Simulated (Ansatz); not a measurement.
# C2H8S2Si: up Jacob's ladder to CCSD(T)

An exercise on one series of results from a longer session: the logs are not shown, and one member is left open.

Method: functionals in def2-TZVPP, the program's frozen cores in correlated methods; program: Ansatz 0.2.0, Gaussian basis.

Levels to be run: LDA (SPW92), PBE-D4, revPBE-D4, BLYP-D4, r2SCAN-D4, B97M-V, PBE0-D4, B3LYP-D4, r2SCANh-D4, r2SCAN0-D4, HSE06-D4, BHLYP-D4, CAM-B3LYP-D4, LC-ωPBE, ωB97X-V, ωB97M-V, B2PLYP, PBE-QIDH; CCSD(T)/def2-SVP; CCSD(T)/def2-TZVPP; MP2/def2-QZVPP; extrapolation to the limit; RPA on PBE.

## Structure used throughout

The geometry comes from an earlier relaxation with PBE0-D4 in a triple-zeta def2 set; it is a stationary point, not always the lowest conformer.

13 atoms, charge 0, spin multiplicity 1.

Atoms are counted from 1 here; the program's logs count them from 0.

Bond lengths: Si1–C2 1.881 Å, Si1–H6 1.487 Å, Si1–H7 1.484 Å, Si1–H8 1.490 Å, C2–S3 1.815 Å, C2–H9 1.093 Å, C2–H10 1.093 Å, S3–C4 1.803 Å, C4–S5 1.797 Å, C4–H11 1.090 Å, C4–H12 1.092 Å, S5–H13 1.343 Å. Angles: C2–Si1–H6 110.2°, C2–Si1–H7 108.9°, C2–Si1–H8 111.1°, H6–Si1–H7 109.1°, H6–Si1–H8 108.2°, H7–Si1–H8 109.3°, Si1–C2–S3 111.2°, Si1–C2–H9 109.4°, Si1–C2–H10 113.5°, S3–C2–H9 105.8°, S3–C2–H10 110.0°, H9–C2–H10 106.5°, C2–S3–C4 99.8°, S3–C4–S5 110.7°, S3–C4–H11 110.6°, S3–C4–H12 110.3°, S5–C4–H11 110.8°, S5–C4–H12 105.5° and more.

The first run:

The input, in.yaml:

```yaml
crystal:
  periodic: [false, false, false]
  atoms:
    - {symbol: Si, position_ang: [-1.587465, -0.820187, -0.775393]}
    - {symbol: C, position_ang: [0.236949, -1.238981, -0.591264]}
    - {symbol: S, position_ang: [1.264201, 0.255202, -0.659416]}
    - {symbol: C, position_ang: [1.046752, 0.854523, 1.027098]}
    - {symbol: S, position_ang: [1.771021, 2.488398, 1.218083]}
    - {symbol: H, position_ang: [-1.985865, 0.193980, 0.236274]}
    - {symbol: H, position_ang: [-1.820324, -0.268147, -2.133053]}
    - {symbol: H, position_ang: [-2.437416, -2.028973, -0.584052]}
    - {symbol: H, position_ang: [0.555094, -1.857023, -1.435272]}
    - {symbol: H, position_ang: [0.464222, -1.807923, 0.314140]}
    - {symbol: H, position_ang: [-0.009471, 0.865053, 1.297028]}
    - {symbol: H, position_ang: [1.583483, 0.212563, 1.729287]}
    - {symbol: H, position_ang: [0.939119, 3.116716, 0.371440]}
basis:
  gaussian: {orbitals: def2-TZVPP}
hamiltonian: {xc: lda}
output: {orbitals: {seedname: orbitals}}
```

Launch:

```sh
> ansatz run in.yaml --threads 4 --pin off --events-out ev --progress --plain --max-ram 10444MiB
```

Steps of the session up to this table: LDA; PBE-D4 (GGA); revPBE-D4 (GGA); BLYP-D4 (GGA); r2SCAN-D4 (meta-GGA); B97M-V (meta-GGA); B3LYP-D4 (hybrid); r2SCANh-D4 (hybrid); r2SCAN0-D4 (hybrid); HSE06-D4 (hybrid); BHLYP-D4 (hybrid); CAM-B3LYP-D4 (range-separated); LC-ωPBE (range-separated); ωB97X-V (range-separated); ωB97M-V (range-separated); B2PLYP (double hybrid); PBE-QIDH (double hybrid).

One of the session's tables, all rows but one given; the rest of the session is left out.

```
  functional  HOMO (eV)  gap (eV)
 LDA (SPW92)      -5.42      4.43
      PBE-D4      -5.31      4.51
   revPBE-D4      -5.26      4.56
     BLYP-D4      -5.17      4.47
   r2SCAN-D4      -5.54      5.04
      B97M-V      -5.68      5.06
     PBE0-D4      -6.50      6.66
    B3LYP-D4      -6.28      6.18
  r2SCANh-D4      -5.98      5.83
  r2SCAN0-D4      -6.65      7.00
    HSE06-D4      -6.10      5.88
    BHLYP-D4          ?         ?
CAM-B3LYP-D4      -7.82      8.98
     LC-ωPBE      -9.19     11.54
     ωB97X-V      -8.85     11.02
     ωB97M-V      -8.70     10.53
```

Q: Estimate the row for BHLYP-D4 from the others.

Worked estimate for «HOMO (eV)». Against the share of exact exchange, BLYP-D4 (0, -5.17), B3LYP-D4 (0.2, -6.28) give a slope of -5.55 per unit share; at 0.5 the line stands at -7.94.

As computed: HOMO (eV): -7.58; gap (eV): 8.60. In «HOMO (eV)» the line misses by -0.36.
